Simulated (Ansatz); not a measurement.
Run this with Ansatz 0.2.0, Python API and show what comes out.

Script `gw.py`:
```python
'''One-shot GW for MgS.'''

import warnings

import ansatz as az
from pymatgen.core import Lattice, Structure
from pymatgen.io.ase import AseAtomsAdaptor

warnings.simplefilter('ignore', az.DeckWarning)

pmg_structure = Structure(
    Lattice([[0.0, 2.60165, 2.60165], [2.60165, 0.0, 2.60165], [2.60165, 2.60165, 0.0]]),
    ['Mg', 'S'],
    [
        [0.0, 0.0, 0.0],
        [0.5, 0.5, 0.5],
    ],
)
xtal = az.Crystal.from_ase(AseAtomsAdaptor.get_atoms(pmg_structure))

calc = xtal.calculation()
calc = calc.kpoints(mesh=(4, 4, 4))
calc = calc.functional('PBE')
calc = calc.occupations('fixed')
calc = calc.gw(empty_bands=60, screening_cutoff=100, quasiparticle_bands=('v3', 'c1'))
events = []
res = calc.session().plan().execute(on_event=events.append, runs_dir='gw_run')
gw = next(e['data'] for e in events if e['event'] == 'gw_qp')
top = gw['frontier_bands']['highest_filled_band']
for qp in gw['qp']:
    if qp['ik'] == 0:
        print('band', qp['band'], 'shift', round(qp['e_qp_ev'] - qp['eps_ks_ev'], 3), 'eV, Z =', round(qp['z'], 3))
for key, label in (('eps_ks_ev', 'Kohn-Sham'), ('e_qp_ev', 'G0W0')):
    filled = max(qp[key] for qp in gw['qp'] if qp['band'] <= top)
    empty = min(qp[key] for qp in gw['qp'] if qp['band'] > top)
    print(f'{label} gap on the mesh: {empty - filled:.3f} eV')
print('static dielectric eigenvalues (RPA, this mesh):', [round(e, 3) for e in gw['screening'][0]['eps_tensor_eigenvalues']])
```

`python gw.py` gives:
```text
band 6 shift -0.711 eV, Z = 0.786
band 7 shift -0.711 eV, Z = 0.786
band 8 shift -0.711 eV, Z = 0.786
band 9 shift 0.596 eV, Z = 0.811
Kohn-Sham gap on the mesh: 2.766 eV
G0W0 gap on the mesh: 4.029 eV
static dielectric eigenvalues (RPA, this mesh): [6.125, 6.125, 6.125]
```

Notes:
- The k-point mesh is coarse, and energy and stress weren't tested for convergence.
- The structure is a deposited one; some such entries were measured under pressure or heat, so a shift against it needn't be the functional's error alone.
- Mesh, empty bands and screening cutoff are small, so the quasiparticle gap isn't converged, and it is read on the mesh points alone. Spin-orbit coupling is left out, which matters for heavy elements.
- It ran for 5.6 s on 1 thread of Arm Neoverse V2, on a shared host, peak memory 0.41 GiB.
